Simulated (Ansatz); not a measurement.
# NbVN2: the cost of one run

Program: Ansatz 0.2.0. Level of theory: DFT PBE, scalar-relativistic, plane waves, PAW. These are calculated values, not measurements.

1 further run of the same task is left out (it didn't finish).

## Step 1: The starting structure

It takes space group P6/mmm (No. 191, hexagonal). Conventional cell: a = 3.624 Å, b = 3.624 Å, c = 4.677 Å, α = 90.00°, β = 90.00°, γ = 120.00°. Nb (site symmetry 6/mmm) is surrounded by 6 N at 2.09 Å and 2 V at 2.34 Å. Around V (site symmetry 6/mmm) lie 2 Nb at 2.34 Å. N (site symmetry -6m2) has 3 N at 2.09 Å and 3 Nb at 2.09 Å as nearest neighbours.

As a file:

```cif
data_structure
_symmetry_space_group_name_H-M 'P 1'
_symmetry_Int_Tables_number 1
_cell_length_a 3.6244
_cell_length_b 3.6244
_cell_length_c 4.6773
_cell_angle_alpha 90.000
_cell_angle_beta 90.000
_cell_angle_gamma 120.000
_cell_volume 53.21
loop_
_atom_site_label
_atom_site_type_symbol
_atom_site_fract_x
_atom_site_fract_y
_atom_site_fract_z
_atom_site_occupancy
Nb1 Nb 0.00000 0.00000 0.50000 1
V1 V 0.00000 0.00000 0.00000 1
N1 N 0.33333 0.66667 0.50000 1
N2 N 0.66667 0.33333 0.50000 1
```

Recipe of the guess: random cell by space group and Wyckoff sites (P6/mmm, No. 191). The dimensions are guesses.

## Step 2: Probe: one point on a coarse mesh

input.yaml reads:

```yaml
crystal:
  lattice:
    - [3.62440401, 0.0, 0.0]
    - [-1.812202, 3.13882594, 0.0]
    - [0.0, 0.0, 4.67731695]
  atoms:
    - { symbol: Nb, position: [0.0, 0.0, 0.5] }
    - { symbol: V, position: [0.0, 0.0, 0.0], spin: 2.0 }
    - { symbol: "N", position: [0.33333333, 0.66666667, 0.5] }
    - { symbol: "N", position: [0.66666667, 0.33333333, 0.5] }
basis:
  ecutwfc: 420
kpoints:
  mp_grid: { grid: [6, 6, 4] }
hamiltonian:
  xc: pbe
scf:
  occupations: { method: gaussian, width: 0.1 }
  lower_state_search: "off"
output:
  forces: true
  stress: true
  eigenvalues: true
  populations: true
magnetization:
  spin_polarized: true
```

Command:

```
ansatz run input.yaml --threads 1 --pin off --max-ram 2560MiB --backend cpu --events-out ev --progress --plain --runs-dir out
```

What time and memory should one allow on 1 thread of Intel Xeon at 2.70GHz, shared host?

About 10 s, with a peak of 0.38 GiB.
